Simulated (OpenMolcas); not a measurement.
# Ho³⁺ among point charges: CASSCF levels and susceptibility

Aim: the splitting of the states of Ho³⁺ in the field of 2 point charges, its lowest levels with spin-orbit coupling and its magnetic susceptibility.

Program: OpenMolcas 26.06. Level of theory: state-averaged CASSCF, spin-orbit coupling by RASSI with atomic mean-field integrals. These are calculated values, not measurements, unless marked.

## 1. What is computed

* Species: Ho³⁺ (holmium, Z = 67, 64 electrons)
* Basis: ANO-RCC-VDZP [7s6p4d2f1g], 68 functions
* Scalar Hamiltonian: DKH2, point nucleus
* Inactive shells: 1s 2s 2p 3s 3p 3d 4s 4p 4d 5s 5p
* Active space: 10 electrons in 7 orbitals (4f)
* Some configurations of this space: 4f¹⁰
* Orbitals: optimised for the highest spin of each parity, averaged over all roots

Outer shells as boxes (Hund's rule):

4f10
```
4f [↑↓][↑↓][↑↓][↑ ][↑ ][↑ ][↑ ]
```

The ion sits among 2 point charges of -1.5 e arranged as a linear pair (D∞h), 3.04 Å from the ion.

Each step is its own input file, run in one work folder so that later steps find the files of earlier ones. Labels, J, g values, rates, χT and fits are worked out afterwards by a script from the matrices that RASSI stores. The input lists half of the charges; inversion (Group=XYZ) makes the rest.

## 2. One- and two-electron integrals

Contents of a.inp:

```
&GATEWAY
Coord
1

Ho 0.0 0.0 0.0
Basis=ANO-RCC-VDZP
Group=XYZ
NoMove
AngMom=0.0 0.0 0.0
AMFI
XField
1 Angstrom 0
0.000000 0.000000 3.040000 -1.500000
&SEWARD
```

The run is started by

```
$ OMP_NUM_THREADS=1 MOLCAS_MEM=2252 MOLCAS_PROJECT=a pymolcas a.inp > a.log
```

## 3. Reference wave functions, quintets of even parity, 35 roots

Contents of a.inp:

```
&RASSCF
FileOrb=start.orb
Symmetry=1
Spin=5
nActEl=10 0 0
Inactive=15 12
Ras2=0 7
CIRoot=35 35 1
SDav=35
CIMx=300
Iter=120 100
PrWF=0.3
OrbListing=Nothing
MaxOrb=0
>>> COPY $Project.JobIph JOB001
```

start.orb holds the contracted functions of the basis, ordered by shell, or the orbitals of the step before.

## 4. Reference wave functions, triplets of even parity, 162 roots

Contents of a.inp:

```
&RASSCF
FileOrb=start.orb
Symmetry=1
Spin=3
nActEl=10 0 0
Inactive=15 12
Ras2=0 7
CIRoot=162 162 1
SDav=210
CIMx=300
Iter=120 100
PrWF=0.3
OrbListing=Nothing
MaxOrb=0
CIOnly
>>> COPY $Project.JobIph JOB002
```

## 5. Reference wave functions, singlets of even parity, 162 roots

Contents of a.inp:

```
&RASSCF
FileOrb=start.orb
Symmetry=1
Spin=1
nActEl=10 0 0
Inactive=15 12
Ras2=0 7
CIRoot=162 162 1
SDav=196
CIMx=300
Iter=120 100
PrWF=0.3
OrbListing=Nothing
MaxOrb=0
CIOnly
>>> COPY $Project.JobIph JOB003
```

## 6. RASSI: spin-orbit coupling between the states

Contents of a.inp:

```
&RASSI
NrOfJobIphs=3 30 102 31
1 2 3 4 5 6 7 8 9 10 11 12 13 14 15 16 17 18 19 20 21 22 23 24 25 26 27
28 29 30
1 2 3 4 5 6 7 8 9 10 11 12 13 14 15 16 17 18 19 20 21 22 23 24 25 26 27
28 29 30 31 32 33 34 35 36 37 38 39 40 41 42 43 44 45 46 47 48 49 50 51
52 53 54 55 56 57 58 59 60 61 62 63 64 65 66 67 68 69 70 71 72 73 74 75
76 77 78 79 80 81 82 83 84 85 86 87 88 89 90 91 92 93 94 95 96 97 98 99
100 101 102
1 2 3 4 5 6 7 8 9 10 11 12 13 14 15 16 17 18 19 20 21 22 23 24 25 26 27
28 29 30 31
IphNames
JOB001
JOB002
JOB003
EJob
SpinOrbit
DIPRint=1.0
SOCoupling=1000.0
Subsets=2
Property=9
'ANGMOM' 1 'ANGMOM' 2 'ANGMOM' 3 'MLTPL  1' 1 'MLTPL  1' 2 'MLTPL  1' 3
'AMFI' 1 'AMFI' 2 'AMFI' 3
SOProperty=3
'ANGMOM' 1 'ANGMOM' 2 'ANGMOM' 3
```

Q: Predict the outcome of this session. Wanted: spin-free ground state; first state of the same spin within the active space; lowest level; next level.

As calculated:

| quantity | value |
| --- | --- |
| method | CASSCF |
| spin-free ground state | 5I, 2-fold in its orbital part |
| first state of the same spin within the active space | 5H at 178 cm⁻¹ |
| lowest level | 2-fold, g = 0.00, 0.00, 19.89 |
| next level | 121.2 cm⁻¹ |
| χT at 300 K | 13.89 cm³ K/mol |
| effective moment at 300 K | 10.54 μB |

What this shows: The spin-free ground state (5I) comes to 100 % from free-ion I terms and keeps the highest spin of the shell. The triplets, singlets rest on orbitals optimised for another spin in at least one step, which raises them against the optimised states. Not all states of the active space went into the spin-orbit step. High states of lower spin are left out of the spin-orbit mixing, and CASSCF puts spin-flip levels too high. This is an electrostatic model: the charges have no orbitals.
